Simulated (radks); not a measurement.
# Co¹⁸⁺ in [He] 2s1 2p5 3p1: an all-electron calculation

One table from this session's results is given with a row withheld; the runs are named, their logs left out.

Method: scalar-relativistic Kohn-Sham, SCAN, spin-polarised, spherical densities, finite nucleus; open shells are filled with parallel spins first. Code: radks (a radial shooting solver on a logarithmic mesh, Libxc functionals) version 1.

## What is computed

| Item | Value |
| --- | --- |
| element | cobalt (Z = 27) |
| charge | +18 |
| electrons | 9 |
| configuration | [He] 2s1 2p5 3p1 |
| nuclear rms radius | 3.7875 fm |

Outer shells as boxes (Hund's rule):

Co¹⁸⁺
```
[He] core
2s [↑ ]
2p [↑↓][↑↓][↑ ]
3p [↑ ][  ][  ]
```

The first run:

The run's settings:

```text
Z 27
configuration [He] 2s1 2p5 3p1
relativity scalar-relativistic
functional scan,scan
spin polarised
nucleus finite rms 3.7875 fm
c 137.035999084
```

The run is started by

```bash
python run_ks.py task.json out
```

All runs below come from this command, one after another.

One of the session's tables, all rows but one given; the rest of the session is left out.

It belongs to the step «Shells». Radial moments (bohr):

| level | <r> | outermost maximum (interpolated) | 90 % within |
| --- | --- | --- | --- |
| 1s up | 0.05610 | 0.0368 | 0.100 |
| 1s down | ? | ? | ? |
| 2s up | 0.2448 | 0.208 | 0.376 |
| 2s down | 0.2462 | 0.209 | 0.379 |
| 2p up | 0.2134 | 0.167 | 0.346 |
| 2p down | 0.2140 | 0.167 | 0.347 |
| 3p up | 0.5874 | 0.551 | 0.866 |
| 3p down | 0.5900 | 0.553 | 0.873 |

Estimate the missing values for 1s down.

**Answer.** <r>: 0.05609; outermost maximum (interpolated): 0.0368; 90 % within: 0.100. In the column «<r>» it is the lowest.
